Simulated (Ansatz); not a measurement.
# AsH2F (singlet): the correlation ladder at a displaced geometry (v1), cc-pVDZ

Aim: climb from Hartree-Fock through coupled cluster for AsH2F (singlet) at one geometry and basis, and see what each rung misses.

The runs use Ansatz 0.2.0, Gaussian basis; cc-pVDZ, core rule «outside noble gas», up to 15 orbitals frozen.

The runs, in order: UHF; CCSD(T) on RHF; BCCD(T) on RHF; CISD; CCSDT(Q) on RHF.

27 further runs of the same task are left out: 10 for a known fault of the program, 8 that didn't finish, 9 set aside as unsound or not needed.

**1. What is computed**

The geometry is a PBE0/def2-TZVP stationary point (not a proven minimum) with its atoms shifted at random (size 0.040 Å). No spin-orbit coupling is included. The filled d shell of As may be among the frozen orbitals whatever the setting's name suggests; the logs give the count.

4 atoms, charge 0, spin multiplicity 1.

Atoms are counted from 1 here; the program's logs count them from 0.

Bond lengths: F1–As2 1.764 Å, As2–H3 1.462 Å, As2–H4 1.568 Å. Angles: F1–As2–H3 97.9°, F1–As2–H4 95.4°, H3–As2–H4 88.7°.

**2. UHF**

Input file in.yaml:

```yaml
crystal:
  periodic: [false, false, false]
  atoms:
    - {symbol: F, position_ang: [-0.050954, 0.012359, 1.417391]}
    - {symbol: As, position_ang: [0.040324, -0.003783, -0.343993]}
    - {symbol: H, position_ang: [-0.967086, -1.034658, -0.588166]}
    - {symbol: H, position_ang: [-1.069851, 1.082909, -0.558362]}
basis:
  gaussian: {orbitals: cc-pVDZ}
magnetization: {spin_polarized: true, initial_magnetization: 0}
hamiltonian: {xc: hf}
output: {orbitals: {seedname: orbitals}}
```

Started as:

```console
$ ansatz run in.yaml --threads 1 --pin off --events-out ev --progress --plain --max-ram 2393MiB
```

Further steps of the session: CCSD(T) on RHF; BCCD(T) on RHF; CISD; CCSDT(Q) on RHF.

**Question.** What will the summary of the whole plan be? Wanted: RCCSDT(Q) below the RHF energy; RMP2 from RCCSDT(Q); RCCSD from RCCSDT(Q); RCCSD(T) from RCCSDT(Q); T1 diagnostic.

As calculated:

| quantity | value |
| --- | --- |
| RCCSDT(Q) below the RHF energy | -9.0341 eV |
| RMP2 from RCCSDT(Q) | +827.0 meV |
| RCCSD from RCCSDT(Q) | +202.2 meV |
| RCCSD(T) from RCCSDT(Q) | +35.4 meV |
| levels within 1 kcal/mol (43 meV) | RCCSD(T), BCCD(T), RCCSDT |
| T1 diagnostic | 0.013 |

What this shows: RCCSD(T) lands +35.4 meV from the yardstick (0.4 % of the correlation energy). These misses are within one basis, not against nature.
